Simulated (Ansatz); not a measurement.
# GeHCl₃: small, medium and large basis sets

An exercise on one series of results from a longer session: the logs are not shown, and one member is left open.

The runs use Ansatz 0.2.0, Gaussian basis; one geometry, several basis sets.

Plan: PBE0-D4/def2-SVP; ωB97M-V/def2-SVP; PBE0-D4/def2-QZVPP; ωB97M-V/def2-QZVPP; the functionals' def2-TZVPP values are taken from earlier runs.

### The geometry

All runs share one geometry, relaxed beforehand with PBE0-D4 in a triple-zeta def2 set.

SMILES `[Cl][GeH]([Cl])[Cl]`, 5 atoms, charge 0, spin multiplicity 1.

Atoms are counted from 1 here; the program's logs count them from 0.

Bond lengths: Cl1–Ge2 2.126 Å, Ge2–Cl3 2.126 Å, Ge2–Cl4 2.126 Å, Ge2–H5 1.525 Å. Angles: Cl1–Ge2–Cl3 108.5°, Cl1–Ge2–Cl4 108.5°, Cl1–Ge2–H5 110.4°, Cl3–Ge2–Cl4 108.5°, Cl3–Ge2–H5 110.5°, Cl4–Ge2–H5 110.5°.

As a file:

```mol
Cl3GeH
  3D, bonds by distance, orders not assigned

  5  4  0  0  0  0  0  0  0  0999 V2000
   -1.1777   -0.0128    1.7007 Cl  0  0
    0.1024    0.0906    0.0062 Ge  0  0
    1.1179   -1.7676   -0.1853 Cl  0  0
   -1.0951    0.3856   -1.7258 Cl  0  0
    1.1026    1.2307    0.1630 H   0  0
  1  2  8  0
  2  3  8  0
  2  4  8  0
  2  5  8  0
M  END
```

The first run:

in.yaml

```yaml
crystal:
  periodic: [false, false, false]
  atoms:
    - {symbol: Cl, position_ang: [-1.177708, -0.012817, 1.700686]}
    - {symbol: Ge, position_ang: [0.102382, 0.090565, 0.006172]}
    - {symbol: Cl, position_ang: [1.117874, -1.767613, -0.185340]}
    - {symbol: Cl, position_ang: [-1.095134, 0.385612, -1.725777]}
    - {symbol: H, position_ang: [1.102587, 1.230652, 0.162959]}
basis:
  gaussian: {orbitals: def2-SVP}
hamiltonian: {xc: pbe0, dispersion: d4}
output: {orbitals: {seedname: orbitals}}
```

Steps of the session up to this table: PBE0-D4 in def2-SVP; ωB97M-V in def2-SVP; PBE0-D4 in def2-QZVPP; ωB97M-V in def2-QZVPP.

One of the session's tables, all rows but one given; the rest of the session is left out.

It belongs to the step «Functionals by basis». 

```
functional       basis  HOMO (eV)
   PBE0-D4    def2-SVP      -9.23
   PBE0-D4  def2-TZVPP          ?
   PBE0-D4  def2-QZVPP      -9.41
   ωB97M-V    def2-SVP     -11.43
   ωB97M-V  def2-TZVPP     -11.64
   ωB97M-V  def2-QZVPP     -11.68
```

Q: Estimate the row for PBE0-D4, def2-TZVPP from the others.

As computed: HOMO (eV): -9.39. In the column «HOMO (eV)» it lies between PBE0-D4, def2-QZVPP (-9.41) and PBE0-D4, def2-SVP (-9.23).
